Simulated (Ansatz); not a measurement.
# C4H3F3O3: the cost of one run

Computed with Ansatz 0.2.0 (the levels named in each step, unless a step's input says otherwise).

## Step 1: The system as given

Bond lengths: C1–C2 1.488 Å, C2–O3 1.181 Å, C2–O4 1.418 Å, O4–C5 1.335 Å, C5–O6 1.184 Å, C5–C7 1.567 Å, C7–F8 1.328 Å, C7–F9 1.338 Å, C7–F10 1.338 Å, C1–H11 1.089 Å, C1–H12 1.087 Å, C1–H13 1.085 Å. Angles (14 of 19 angles, heavy atoms first): C1–C2–O3 129.3°, C1–C2–O4 107.9°, O3–C2–O4 122.8°, C2–O4–C5 123.1°, O4–C5–O6 129.7°, O4–C5–C7 106.9°, O6–C5–C7 123.4°, C5–C7–F8 111.6°, C5–C7–F9 110.8°, C5–C7–F10 111.0°, F8–C7–F9 108.0°, F8–C7–F10 107.9°, F9–C7–F10 107.3°, C2–C1–H11 109.3°.

As a file:

```xyz
13

C    -3.2141    0.5316    0.1642
C    -2.1702   -0.4849   -0.1371
O    -2.2965   -1.6093   -0.4764
O    -0.9030    0.1265    0.0414
C     0.2503   -0.5323   -0.0957
O     0.4449   -1.6773   -0.3242
C     1.3982    0.5116    0.1203
F     2.5963   -0.0418   -0.0251
F     1.3347    1.0422    1.3471
F     1.3011    1.5192   -0.7544
H    -3.1616    0.7998    1.2179
H    -3.0243    1.4321   -0.4152
H    -4.1946    0.1272   -0.0667
```

## Step 2: A rough first relaxation, PBE-D4/def2-SVP

This run stands in another session on the same molecule. It ended at:

```xyz
13

C    -3.2658    0.4570    0.2470
C    -2.1422   -0.3471   -0.3363
O    -2.1986   -1.3013   -1.0573
O    -0.9033    0.2423    0.0593
C     0.2511   -0.4903    0.0986
O     0.3569   -1.6814    0.1898
C     1.4514    0.4944    0.0572
F     2.6021   -0.1805    0.1401
F     1.3818    1.3678    1.0834
F     1.4346    1.1921   -1.0979
H    -3.2352    0.3869    1.3539
H    -3.1409    1.5280   -0.0104
H    -4.2305    0.0768   -0.1312
```

## Step 3: Relaxation, r2SCAN-D4/def2-TZVP

input.yaml reads:

```yaml
crystal:
  periodic: [false, false, false]
  atoms:
    - { symbol: C, position_ang: [-3.26582325, 0.45701598, 0.24703194] }
    - { symbol: C, position_ang: [-2.14220392, -0.34707052, -0.33632188] }
    - { symbol: O, position_ang: [-2.19861938, -1.30132455, -1.05727506] }
    - { symbol: O, position_ang: [-0.90329043, 0.24233143, 0.05925199] }
    - { symbol: C, position_ang: [0.25106034, -0.49030175, 0.09861358] }
    - { symbol: O, position_ang: [0.35690255, -1.68138845, 0.18977439] }
    - { symbol: C, position_ang: [1.45144452, 0.49439673, 0.05719865] }
    - { symbol: F, position_ang: [2.60206043, -0.18054033, 0.14007867] }
    - { symbol: F, position_ang: [1.38180512, 1.36779961, 1.08340033] }
    - { symbol: F, position_ang: [1.43463988, 1.19207854, -1.09789034] }
    - { symbol: H, position_ang: [-3.23516769, 0.38693597, 1.35391187] }
    - { symbol: H, position_ang: [-3.14092181, 1.52795821, -0.010414] }
    - { symbol: H, position_ang: [-4.23047636, 0.07683913, -0.13119015] }
basis:
  gaussian: { orbitals: def2-TZVP }
hamiltonian:
  xc: r2scan
  dispersion: d4
relax:
  f_tol: 0.004
  max_steps: 150
```

Run with:

```sh
ansatz run input.yaml --threads 4 --pin off --max-ram 10240MiB --backend cpu --events-out ev --progress --plain --runs-dir out
```

**Question.** How long does this run take on 4 threads of Intel Xeon at 2.50GHz (Skylake/Cascade Lake), shared host, and how much memory does it need?

About 2.6 min, with a peak of 0.6 GiB.
